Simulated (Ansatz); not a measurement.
# C₂H₃BFN: one species, many methods

Aim: compute C₂H₃BFN with functionals from several rungs and with coupled cluster, and see how far each lands from CCSD(T) at the basis-set limit for the atomisation energy.

Method: functionals in def2-TZVPP, the program's frozen cores in correlated methods; program: Ansatz 0.2.0, Gaussian basis.

Levels to be run: LDA (SPW92), PBE-D4, revPBE-D4, BLYP-D4, r2SCAN-D4, B97M-V, PBE0-D4, B3LYP-D4, r2SCANh-D4, r2SCAN0-D4, HSE06-D4, BHLYP-D4, CAM-B3LYP-D4, LC-ωPBE, ωB97X-V, ωB97M-V, B2PLYP, PBE-QIDH; CCSD(T)/def2-SVP; CCSD(T)/def2-TZVPP; MP2/def2-QZVPP; extrapolation to the limit; RPA on PBE.

## Step 1: The geometry

All runs share one geometry, relaxed beforehand with PBE0-D4 in a triple-zeta def2 set.

8 atoms, charge 0, spin multiplicity 1.

Atoms are counted from 1 here; the program's logs count them from 0.

Bond lengths: F1–B2 1.312 Å, B2–C3 1.553 Å, B2–C5 1.580 Å, C3–N4 1.291 Å, C3–H6 1.087 Å, N4–C5 1.510 Å, C5–H7 1.093 Å, C5–H8 1.090 Å. Angles: F1–B2–C3 135.6°, F1–B2–C5 135.3°, C3–B2–C5 86.1°, B2–C3–N4 90.7°, B2–C3–H6 145.8°, N4–C3–H6 122.6°, C3–N4–C5 99.2°, B2–C5–N4 82.2°, B2–C5–H7 120.5°, B2–C5–H8 118.9°, N4–C5–H7 113.0°, N4–C5–H8 110.1°, H7–C5–H8 109.0°.

## Step 2: LDA

This LDA is Slater exchange with PW92 correlation.

in.yaml

```yaml
crystal:
  periodic: [false, false, false]
  atoms:
    - {symbol: F, position_ang: [0.213159, -1.007260, 1.918416]}
    - {symbol: B, position_ang: [-0.024142, -0.304825, 0.836167]}
    - {symbol: C, position_ang: [0.319032, 1.128458, 0.345830]}
    - {symbol: N, position_ang: [0.303903, 0.728579, -0.881174]}
    - {symbol: C, position_ang: [-0.301671, -0.640555, -0.682292]}
    - {symbol: H, position_ang: [0.656468, 2.120930, 0.633910]}
    - {symbol: H, position_ang: [0.257089, -1.432686, -1.186244]}
    - {symbol: H, position_ang: [-1.331639, -0.649742, -1.040312]}
basis:
  gaussian: {orbitals: def2-TZVPP}
hamiltonian: {xc: lda}
output: {orbitals: {seedname: orbitals}}
```

On the command line:

```sh
$ ansatz run in.yaml --threads 2 --pin off --events-out ev --progress --plain --max-ram 4352MiB
```

Further steps of the session: PBE-D4 (GGA); revPBE-D4 (GGA); BLYP-D4 (GGA); r2SCAN-D4 (meta-GGA); B97M-V (meta-GGA); B3LYP-D4 (hybrid); r2SCANh-D4 (hybrid); r2SCAN0-D4 (hybrid); HSE06-D4 (hybrid); BHLYP-D4 (hybrid); CAM-B3LYP-D4 (range-separated); LC-ωPBE (range-separated); ωB97X-V (range-separated); ωB97M-V (range-separated); B2PLYP (double hybrid); PBE-QIDH (double hybrid); CCSD(T) in def2-SVP; CCSD(T) in def2-TZVPP; MP2 in def2-QZVPP; RPA on PBE orbitals.

**Question.** What will the summary of the whole plan be? Wanted: atomisation energy, CCSD(T)/CBS; farthest beyond LDA; mean size of error, GGA; mean size of error, meta-GGA; mean size of error, hybrid; mean size of error, range-separated; mean size of error, double hybrid; gap, smallest and largest; T1 diagnostic.

The runs gave:

| quantity | value |
| --- | --- |
| atomisation energy, CCSD(T)/CBS | 3417.9 kJ/mol |
| functionals within 17.1 kJ/mol (0.5 %) | r2SCANh-D4, B2PLYP, PBE-QIDH |
| farthest beyond LDA | PBE-D4 (+161.9 kJ/mol) |
| mean size of error, GGA | 87.2 kJ/mol |
| mean size of error, meta-GGA | 30.7 kJ/mol |
| mean size of error, hybrid | 52.2 kJ/mol |
| mean size of error, range-separated | 36.0 kJ/mol |
| mean size of error, double hybrid | 8.2 kJ/mol |
| gap, smallest and largest | 3.17 eV (LDA (SPW92)), 11.08 eV (LC-ωPBE) |
| T1 diagnostic | 0.0139 |
| triples share of the correlation energy | 4.2 % |

The LDA atomisation energy is off by 603.1 kJ/mol (18 %): it overbinds. PBE-D4 is off by +161.9 kJ/mol. Double hybrids carry the basis error of their MP2 part in triple zeta, and no dispersion term here, so their miss is partly the set-up's. By mean error the best rung here is double hybrid (8.2 kJ/mol) and the worst beyond LDA is GGA (87.2 kJ/mol). Misses under about 17.1 kJ/mol are within the doubt on the reference itself, which lacks core-valence correlation, relativity and higher excitations. Hartree-Fock recovers 71 % of the binding; the rest is correlation. CCSD(T) in def2-SVP is off by -151.7 kJ/mol, more than most functionals: a good method in a small basis is no reference. The gap grows from 3.2 to 11.1 eV across the functionals, mostly with the share of exact exchange. The restricted reference is unstable towards a spin-broken one.
